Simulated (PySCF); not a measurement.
# C3H8SSi: the cost of one run

Computed with PySCF 2.14.0, with density-fitted response routines of our own, on a single molecule in the gas phase. Atoms are numbered from 0 throughout.

### Step 1. Starting geometry

13 atoms, charge 0, multiplicity 1; geometry from: GFN2-xTB. The atoms were then displaced at random by about 0.01 Å, so the start is not that level's minimum.

Bonds of the start (Å): S0–Si1 2.18, Si1–C2 1.92, C2–C3 1.53, C3–C4 1.51, C4–Si1 1.91, S0–H5 1.33, Si1–H6 1.47, C2–H7 1.07, C2–H8 1.06, C3–H9 1.12, C3–H10 1.10, C4–H11 1.08, C4–H12 1.10.

### Step 2. Optimising the geometry at PBE0-D3(BJ)/def2-SVP

What the job is given:

```
{"job": {"xc": "PBE0", "basis": "def2-SVP", "d3": "d3bj", "grid": 1, "shake": 0.01, "kind": "geom"}, "charge": 0, "multiplicity": 1}
S      2.574390    -1.241100    -0.410460
Si     0.873150    -0.267460     0.551640
C     -0.846560    -1.022730     0.173530
C     -1.325390     0.365440    -0.244470
C     -0.034700     1.130720    -0.383050
H      3.432670    -0.282030    -0.085270
H      1.257520    -0.030290     1.948070
H     -1.358710    -1.466970     0.999090
H     -0.828240    -1.723420    -0.624410
H     -1.977220     0.790140     0.557930
H     -1.954220     0.340590    -1.149260
H      0.273270     1.251360    -1.406470
H     -0.080160     2.138890     0.062810
```

Run with:

```console
$ OMP_NUM_THREADS=1 python probes_run.py task.json out
```

This one command runs all jobs of the session in turn.

Q: Estimate the wall time and peak memory of this first job on 1 thread of Arm Neoverse V1, shared host.

About 51 s, with a peak of 0.52 GiB.
